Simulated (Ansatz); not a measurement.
# HOZr: the cost of one run

Method: def2-QZVPP, core rule «outside noble gas», up to 5 orbitals frozen; program: Ansatz 0.2.0, Gaussian basis.

The runs, in order: UHF; ROHF; CCSD(T) on UHF.

4 further runs of the same task are left out: 2 for a known fault of the program, 2 set aside as unsound or not needed.

**1. What is computed**

The geometry is a PBE0/def2-TZVP stationary point (not a proven minimum) of the parent state, kept for this charge and spin. No spin-orbit coupling is included. Elements past krypton take def2 core potentials.

3 atoms, charge 0, spin multiplicity 4.

Atoms are counted from 1 here; the program's logs count them from 0.

Bond lengths: Zr1–O2 1.861 Å, O2–H3 0.954 Å. Angles: Zr1–O2–H3 180.0°.

**2. UHF**

in.yaml reads:

```yaml
crystal:
  periodic: [false, false, false]
  atoms:
    - {symbol: Zr, position_ang: [0.000000, 0.000000, 1.558570]}
    - {symbol: O, position_ang: [0.000000, 0.000000, -0.302235]}
    - {symbol: H, position_ang: [0.000000, 0.000000, -1.256335]}
basis:
  gaussian: {orbitals: "def2-QZVPP.json"}
magnetization: {spin_polarized: true, initial_magnetization: 3}
hamiltonian: {xc: hf}
output: {orbitals: {seedname: orbitals}}
```

Run with:

```bash
ansatz run in.yaml --threads 1 --pin off --events-out ev --progress --plain --max-ram 4096MiB --backend cpu
```

**Question.** How long does this run take on 1 thread of AMD EPYC 7R13, shared host, and how much memory does it need?

About 25 s, with a peak of 0.39 GiB.
